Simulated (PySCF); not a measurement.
# TcOCl₂: doublet, from a T-shaped (ligand arrangement 2) start

Where does doublet TcOCl₂ go from a T-shaped (ligand arrangement 2) start, is the end point a minimum, and what are its modes, charges and moments?

The runs use PySCF 2.14.0; PBE, basis Tc def2-SVP with ECP28, O def2-SVP, Cl def2-SVP, scalar-relativistic core potentials, no spin–orbit coupling, density fitting.

**1. The starting structure**

4 atoms, charge 0, spin multiplicity 2.

Bond lengths: Tc1–O2 1.770 Å, Tc1–Cl3 2.270 Å, Tc1–Cl4 2.270 Å. Angles: O2–Tc1–Cl3 88.0°, O2–Tc1–Cl4 88.0°, Cl3–Tc1–Cl4 176.0°.

Coordinates in bohr (charge 0 multiplicity 2):
```
Tc    0.0000    0.0000    0.0000
O     0.0000    0.0000    3.3448
Cl    4.2870    0.0000    0.1497
Cl   -4.2870    0.0000    0.1497
```

**2. First SCF at the start**

One driver script runs all steps and calls PySCF; scf.py shows how it sets up the SCF of each step. The optimiser is the driver's own. After this first run the driver tries any further starts and a stability analysis.

The input, scf.py:

```python
from pyscf import gto, scf, dft
mol = gto.M(atom='''
Tc     0.000000     0.000000     0.000000
O      0.000000     0.000000     1.770000
Cl     2.268600     0.000000     0.079200
Cl    -2.268600     0.000000     0.079200''',
    basis={'Tc': 'def2-SVP', 'O': 'def2-SVP', 'Cl': 'def2-SVP'},
    ecp={'Tc': 'def2-SVP'},
    charge=0, spin=1)
mf = dft.UKS(mol, xc='PBE')
mf.grids.atom_grid = (50, 194)
aux = {'Tc': 'def2-universal-JKFIT', 'O': 'def2-universal-JKFIT', 'Cl': 'def2-universal-JKFIT'}
mf = mf.density_fit(auxbasis=aux)
mf.conv_tol = 1e-08
mf.diis_space = 10
mf.max_cycle = 60
mf.init_guess = 'minao'
mf.verbose = 4
mf.kernel()
```

Started as:

```sh
OMP_NUM_THREADS=2 python axn.py task.json out
```

After this run come: Relaxation: T-shaped (ligand arrangement 2) start, doublet; Frequencies.

What does the calculation give? Wanted: minimum; geometry; wavenumbers; dipole moment; highest occupied, lowest empty level; polar-tensor charge of Tc1; zero-point energy; atomisation energy; ⟨S²⟩.

The runs gave:

```
                                          quantity                                                                   value
                                           minimum                                                            doublet, C2v
                                          geometry  Tc–Cl 2.234 Å (×2), Tc–O 1.636 Å; Cl–Tc–Cl 116.1°, Cl–Tc–O 121.9° (×2)
                                wavenumbers (cm⁻¹)             103 (a1), 120 (b1), 188 (b2), 385 (a1), 433 (b2), 1061 (a1)
                                     dipole moment                                                                  0.03 D
highest occupied, lowest empty level (either spin)                                                         -5.67, -4.96 eV
                        polar-tensor charge of Tc1                                                                 +1.31 e
                                 zero-point energy                                                             13.7 kJ/mol
                               entropy at 298.15 K                                                         334.8 J/(mol K)
         atomisation energy (no zero-point energy)                                                             1472 kJ/mol
                                              ⟨S²⟩                                                                   0.756
```

The molecule stays C2v, as typed, and the end point is a minimum. In the infrared the band at 1061 cm⁻¹ (a1, stretch) leads. Most of the spin sits on Tc1 (Mulliken spin 0.93, against 1 for the whole molecule). Only this shape and spin were tried, so other structures or states may lie lower. One determinant may miss the lowest occupation of an open d or f shell.
